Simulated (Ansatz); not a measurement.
# CH3AgF3OP: one species, many methods

An exercise on one series of results from a longer session: the logs are not shown, and one member is left open.

Program: Ansatz 0.2.0, Gaussian basis. Level of theory: functionals in def2-TZVPP, the program's frozen cores in correlated methods. These are calculated values, not measurements.

The runs, in order: LDA (SPW92), PBE-D4, revPBE-D4, BLYP-D4, r2SCAN-D4, B97M-V, PBE0-D4, B3LYP-D4, r2SCANh-D4, r2SCAN0-D4, HSE06-D4, BHLYP-D4, CAM-B3LYP-D4, LC-ωPBE, ωB97X-V, ωB97M-V, B2PLYP, PBE-QIDH; CCSD(T)/def2-SVP; CCSD(T)/def2-TZVPP; MP2/def2-QZVPP; extrapolation to the limit; RPA on PBE.

## The relaxed structure

The geometry comes from an earlier relaxation with PBE0-D4 in a triple-zeta def2 set; it is a stationary point, not always the lowest conformer. Ag takes the def2 core potential; no spin-orbit term is included.

SMILES `C[O][Ag-][P+](F)(F)F`, 10 atoms, charge 0, spin multiplicity 1.

Atoms are counted from 1 here; the program's logs count them from 0.

Bond lengths: C1–O2 1.389 Å, C1–H8 1.100 Å, C1–H9 1.102 Å, C1–H10 1.102 Å, O2–Ag3 1.963 Å, Ag3–P4 2.236 Å, P4–F5 1.549 Å, P4–F6 1.548 Å, P4–F7 1.549 Å. Angles: O2–C1–H8 109.4°, O2–C1–H9 113.3°, O2–C1–H10 113.3°, H8–C1–H9 106.8°, H8–C1–H10 106.8°, H9–C1–H10 107.0°, C1–O2–Ag3 126.5°, O2–Ag3–P4 177.6°, Ag3–P4–F5 119.0°, Ag3–P4–F6 116.8°, Ag3–P4–F7 119.0°, F5–P4–F6 99.5°, F5–P4–F7 99.2°, F6–P4–F7 99.5°.

Set-up of the first run:

File in.yaml:

```yaml
crystal:
  periodic: [false, false, false]
  atoms:
    - {symbol: C, position_ang: [0.675269, -1.688297, 1.840649]}
    - {symbol: O, position_ang: [0.960149, -1.380263, 0.516548]}
    - {symbol: Ag, position_ang: [0.165387, 0.068652, -0.542509]}
    - {symbol: P, position_ang: [-0.686171, 1.692371, -1.823207]}
    - {symbol: F, position_ang: [0.270706, 2.742770, -2.439788]}
    - {symbol: F, position_ang: [-1.711869, 2.640674, -1.156531]}
    - {symbol: F, position_ang: [-1.483286, 1.306598, -3.094021]}
    - {symbol: H, position_ang: [1.282590, -2.550248, 2.153375]}
    - {symbol: H, position_ang: [-0.378493, -1.965049, 2.006779]}
    - {symbol: H, position_ang: [0.905718, -0.867208, 2.538716]}
basis:
  gaussian: {orbitals: def2-TZVPP}
hamiltonian: {xc: lda}
output: {orbitals: {seedname: orbitals}}
```

The run is started by

```sh
ansatz run in.yaml --threads 2 --pin off --events-out ev --progress --plain --max-ram 32768MiB --backend cuda --devices 0, --max-vram 18GiB
```

Steps of the session up to this table: LDA; PBE-D4 (GGA); revPBE-D4 (GGA); BLYP-D4 (GGA); r2SCAN-D4 (meta-GGA); B97M-V (meta-GGA); PBE0-D4 (hybrid); B3LYP-D4 (hybrid); r2SCANh-D4 (hybrid); r2SCAN0-D4 (hybrid); HSE06-D4 (hybrid); BHLYP-D4 (hybrid); CAM-B3LYP-D4 (range-separated); LC-ωPBE (range-separated); ωB97X-V (range-separated); ωB97M-V (range-separated); B2PLYP (double hybrid); PBE-QIDH (double hybrid).

One table of the session follows, with a row left open; its other results are not shown here.

It belongs to the step «Orbital energies across the functionals». 

```
  functional  HOMO (eV)  LUMO (eV)  gap (eV)
 LDA (SPW92)      -5.26      -2.64      2.62
      PBE-D4      -5.02      -2.35      2.67
   revPBE-D4      -4.93      -2.23      2.69
     BLYP-D4      -4.94      -2.25      2.70
   r2SCAN-D4      -5.21      -2.18      3.03
      B97M-V      -5.27      -2.26      3.01
     PBE0-D4          ?          ?         ?
    B3LYP-D4      -6.08      -1.83      4.25
  r2SCANh-D4      -5.68      -1.90      3.78
  r2SCAN0-D4      -6.42      -1.49      4.92
    HSE06-D4      -5.85      -1.97      3.88
    BHLYP-D4      -7.54      -0.83      6.72
CAM-B3LYP-D4      -7.64      -0.67      6.97
     LC-ωPBE      -8.86       0.49      9.35
     ωB97X-V      -8.56       0.37      8.93
     ωB97M-V      -8.54       0.12      8.65
```

**Question.** Estimate the row for PBE0-D4.

As computed: HOMO (eV): -6.25; LUMO (eV): -1.60; gap (eV): 4.65. In the column «HOMO (eV)» it lies between r2SCAN0-D4 (-6.42) and B3LYP-D4 (-6.08).
